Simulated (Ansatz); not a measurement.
**C5H12O2Si2: one species, many methods**

One table from this session's results is given with a row withheld; the runs are named, their logs left out.

Computed with Ansatz 0.2.0, Gaussian basis. Level: functionals in def2-TZVPP, the program's frozen cores in correlated methods.

Plan: LDA (SPW92), PBE-D4, revPBE-D4, BLYP-D4, r2SCAN-D4, B97M-V, PBE0-D4, B3LYP-D4, r2SCANh-D4, r2SCAN0-D4, HSE06-D4, BHLYP-D4, CAM-B3LYP-D4, LC-ωPBE, ωB97X-V, ωB97M-V, B2PLYP, PBE-QIDH; CCSD(T)/def2-SVP; CCSD(T)/def2-TZVPP; MP2/def2-QZVPP; extrapolation to the limit; RPA on PBE.

## Structure used throughout

The geometry comes from an earlier relaxation with PBE0-D4 in a triple-zeta def2 set; it is a stationary point, not always the lowest conformer.

SMILES `CO[SiH2]C#C[SiH](C)OC`, 21 atoms, charge 0, spin multiplicity 1.

Atoms are counted from 1 here; the program's logs count them from 0.

Bond lengths: C1–O2 1.410 Å, C1–H10 1.095 Å, C1–H11 1.091 Å, C1–H12 1.096 Å, O2–Si3 1.636 Å, Si3–C4 1.829 Å, Si3–H13 1.478 Å, Si3–H14 1.487 Å, C4–C5 1.216 Å, C5–Si6 1.838 Å, Si6–C7 1.850 Å, Si6–O8 1.639 Å, Si6–H15 1.489 Å, C7–H16 1.092 Å, C7–H17 1.092 Å, C7–H18 1.092 Å, O8–C9 1.409 Å, C9–H19 1.095 Å and more. Angles: O2–C1–H10 111.3°, O2–C1–H11 108.1°, O2–C1–H12 111.4°, H10–C1–H11 108.8°, H10–C1–H12 108.7°, H11–C1–H12 108.6°, C1–O2–Si3 123.1°, O2–Si3–C4 110.8°, O2–Si3–H13 106.6°, O2–Si3–H14 111.2°, C4–Si3–H13 110.1°, C4–Si3–H14 106.9°, H13–Si3–H14 111.2°, Si3–C4–C5 178.8°, C4–C5–Si6 179.7°, C5–Si6–C7 110.7°, C5–Si6–O8 109.5°, C5–Si6–H15 106.2° and more.

The first run:

Contents of in.yaml:

```yaml
crystal:
  periodic: [false, false, false]
  atoms:
    - {symbol: C, position_ang: [0.549083, -1.843054, 3.137941]}
    - {symbol: O, position_ang: [1.861285, -1.672263, 2.649819]}
    - {symbol: Si, position_ang: [2.235148, -1.716852, 1.058042]}
    - {symbol: C, position_ang: [1.269661, -0.472139, 0.127859]}
    - {symbol: C, position_ang: [0.607997, 0.349910, -0.476256]}
    - {symbol: Si, position_ang: [-0.397919, 1.585082, -1.392883]}
    - {symbol: C, position_ang: [-0.804551, 3.028876, -0.310239]}
    - {symbol: O, position_ang: [-1.808856, 0.898194, -1.866277]}
    - {symbol: C, position_ang: [-1.872773, -0.261058, -2.665001]}
    - {symbol: H, position_ang: [-0.123422, -1.071796, 2.747550]}
    - {symbol: H, position_ang: [0.578998, -1.764938, 4.225680]}
    - {symbol: H, position_ang: [0.147643, -2.827146, 2.869666]}
    - {symbol: H, position_ang: [3.679023, -1.419631, 0.955445]}
    - {symbol: H, position_ang: [1.915251, -3.043456, 0.467370]}
    - {symbol: H, position_ang: [0.408834, 1.978258, -2.580478]}
    - {symbol: H, position_ang: [-1.399950, 3.761645, -0.859410]}
    - {symbol: H, position_ang: [0.110275, 3.515326, 0.035928]}
    - {symbol: H, position_ang: [-1.373720, 2.703827, 0.563076]}
    - {symbol: H, position_ang: [-1.403148, -1.114913, -2.164641]}
    - {symbol: H, position_ang: [-1.379992, -0.108802, -3.632340]}
    - {symbol: H, position_ang: [-2.923565, -0.494371, -2.844149]}
basis:
  gaussian: {orbitals: def2-TZVPP}
hamiltonian: {xc: lda}
output: {orbitals: {seedname: orbitals}}
```

Steps of the session up to this table: LDA; PBE-D4 (GGA); revPBE-D4 (GGA); BLYP-D4 (GGA); r2SCAN-D4 (meta-GGA); B97M-V (meta-GGA); PBE0-D4 (hybrid); B3LYP-D4 (hybrid); r2SCANh-D4 (hybrid); r2SCAN0-D4 (hybrid); HSE06-D4 (hybrid); BHLYP-D4 (hybrid); CAM-B3LYP-D4 (range-separated); LC-ωPBE (range-separated); ωB97X-V (range-separated); ωB97M-V (range-separated); B2PLYP (double hybrid); PBE-QIDH (double hybrid).

One table of the session follows, with a row left open; its other results are not shown here.

It belongs to the step «Frontier levels by functional». 

| functional | HOMO (eV) | gap (eV) |
| --- | --- | --- |
| LDA (SPW92) | ? | ? |
| PBE-D4 | -6.68 | 5.02 |
| revPBE-D4 | -6.63 | 5.07 |
| BLYP-D4 | -6.59 | 5.11 |
| r2SCAN-D4 | -7.01 | 5.54 |
| B97M-V | -7.12 | 5.61 |
| PBE0-D4 | -8.09 | 7.31 |
| B3LYP-D4 | -7.85 | 6.91 |
| r2SCANh-D4 | -7.54 | 6.40 |
| r2SCAN0-D4 | -8.28 | 7.61 |
| HSE06-D4 | -7.69 | 6.53 |
| BHLYP-D4 | -9.18 | 9.42 |
| CAM-B3LYP-D4 | -9.44 | 9.77 |
| LC-ωPBE | -10.82 | 12.27 |
| ωB97X-V | -10.46 | 11.79 |
| ωB97M-V | -10.34 | 11.49 |

Q: Estimate the row for LDA (SPW92) from the others.

**Answer.** HOMO (eV): -6.80; gap (eV): 4.88. In the column «HOMO (eV)» it lies between r2SCAN-D4 (-7.01) and PBE-D4 (-6.68).
